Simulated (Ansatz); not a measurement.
**C3H12N2Si: one species, many methods**

The task here is to estimate one member of a computed series from the others.

Computed with Ansatz 0.2.0, Gaussian basis. Level: functionals in def2-TZVPP, the program's frozen cores in correlated methods.

The runs, in order: LDA (SPW92), PBE-D4, revPBE-D4, BLYP-D4, r2SCAN-D4, B97M-V, PBE0-D4, B3LYP-D4, r2SCANh-D4, r2SCAN0-D4, HSE06-D4, BHLYP-D4, CAM-B3LYP-D4, LC-ωPBE, ωB97X-V, ωB97M-V, B2PLYP, PBE-QIDH; CCSD(T)/def2-SVP; MP2/def2-TZVPP; MP2/def2-QZVPP; RPA on PBE.

## Structure used throughout

All runs share one geometry, relaxed beforehand with PBE0-D4 in a triple-zeta def2 set.

SMILES `C[Si](C)(C)NN`, 18 atoms, charge 0, spin multiplicity 1.

Atoms are counted from 1 here; the program's logs count them from 0.

Bond lengths: C1–Si2 1.877 Å, C1–H7 1.094 Å, C1–H8 1.094 Å, C1–H9 1.093 Å, Si2–C3 1.869 Å, Si2–C4 1.872 Å, Si2–N5 1.728 Å, C3–H10 1.093 Å, C3–H11 1.093 Å, C3–H12 1.093 Å, C4–H13 1.093 Å, C4–H14 1.094 Å, C4–H15 1.094 Å, N5–N6 1.410 Å, N5–H16 1.006 Å, N6–H17 1.013 Å, N6–H18 1.014 Å. Angles: Si2–C1–H7 111.5°, Si2–C1–H8 111.1°, Si2–C1–H9 111.2°, H7–C1–H8 107.0°, H7–C1–H9 107.8°, H8–C1–H9 108.0°, C1–Si2–C3 110.5°, C1–Si2–C4 107.9°, C1–Si2–N5 111.6°, C3–Si2–C4 111.4°, C3–Si2–N5 106.1°, C4–Si2–N5 109.3°, Si2–C3–H10 111.2°, Si2–C3–H11 110.7°, Si2–C3–H12 111.4°, H10–C3–H11 107.8°, H10–C3–H12 108.2°, H11–C3–H12 107.5° and more.

Set-up of the first run:

in.yaml

```yaml
crystal:
  periodic: [false, false, false]
  atoms:
    - {symbol: C, position_ang: [-0.851994, -1.634802, 0.001968]}
    - {symbol: Si, position_ang: [0.226244, -0.099848, -0.061125]}
    - {symbol: C, position_ang: [2.032689, -0.565469, 0.050918]}
    - {symbol: C, position_ang: [-0.149965, 0.803286, -1.657531]}
    - {symbol: N, position_ang: [-0.081442, 0.950799, 1.275916]}
    - {symbol: N, position_ang: [-1.348142, 1.487489, 1.582977]}
    - {symbol: H, position_ang: [-1.915792, -1.378609, 0.006622]}
    - {symbol: H, position_ang: [-0.679731, -2.272775, -0.869735]}
    - {symbol: H, position_ang: [-0.646332, -2.225535, 0.898435]}
    - {symbol: H, position_ang: [2.672293, 0.319154, 0.000444]}
    - {symbol: H, position_ang: [2.312269, -1.227372, -0.772979]}
    - {symbol: H, position_ang: [2.251096, -1.091504, 0.984159]}
    - {symbol: H, position_ang: [0.492798, 1.679465, -1.772752]}
    - {symbol: H, position_ang: [-1.189447, 1.143063, -1.685261]}
    - {symbol: H, position_ang: [0.000780, 0.152793, -2.523570]}
    - {symbol: H, position_ang: [0.536382, 1.006226, 2.067768]}
    - {symbol: H, position_ang: [-1.600588, 2.187755, 0.896273]}
    - {symbol: H, position_ang: [-2.061118, 0.765905, 1.577483]}
basis:
  gaussian: {orbitals: def2-TZVPP}
hamiltonian: {xc: lda}
output: {orbitals: {seedname: orbitals}}
```

Command:

```
$ ansatz run in.yaml --threads 8 --pin off --events-out ev --progress --plain --max-ram 18278MiB
```

Steps of the session up to this table: LDA; PBE-D4 (GGA); revPBE-D4 (GGA); BLYP-D4 (GGA); r2SCAN-D4 (meta-GGA); B97M-V (meta-GGA); PBE0-D4 (hybrid); B3LYP-D4 (hybrid); r2SCANh-D4 (hybrid); r2SCAN0-D4 (hybrid); HSE06-D4 (hybrid); BHLYP-D4 (hybrid); CAM-B3LYP-D4 (range-separated); LC-ωPBE (range-separated); ωB97X-V (range-separated); ωB97M-V (range-separated); B2PLYP (double hybrid); PBE-QIDH (double hybrid).

One of the session's tables, all rows but one given; the rest of the session is left out.

It belongs to the step «Orbital energies across the functionals». 

```
  functional  HOMO (eV)  LUMO (eV)  gap (eV)
 LDA (SPW92)      -5.32      -0.22      5.11
      PBE-D4      -5.18      -0.05      5.14
   revPBE-D4      -5.12       0.05      5.17
     BLYP-D4          ?          ?         ?
   r2SCAN-D4      -5.45       0.67      6.12
      B97M-V      -5.57       0.09      5.65
     PBE0-D4      -6.58       0.74      7.32
    B3LYP-D4      -6.37       0.40      6.78
  r2SCANh-D4      -5.98       0.89      6.87
  r2SCAN0-D4      -6.77       1.21      7.98
    HSE06-D4      -6.17       0.37      6.54
    BHLYP-D4      -7.93       1.30      9.24
CAM-B3LYP-D4      -8.03       1.47      9.50
     LC-ωPBE      -9.38       2.77     12.16
     ωB97X-V      -9.04       2.53     11.57
     ωB97M-V      -8.96       2.09     11.05
```

**Question.** Estimate the row for BLYP-D4.

Worked estimate for «HOMO (eV)». Against the share of exact exchange, B3LYP-D4 (0.2, -6.37), BHLYP-D4 (0.5, -7.93) give a slope of -5.20 per unit share; at 0 the line stands at -5.33.

As computed: HOMO (eV): -5.09; LUMO (eV): -0.05; gap (eV): 5.04. In «HOMO (eV)» the line misses by -0.24.
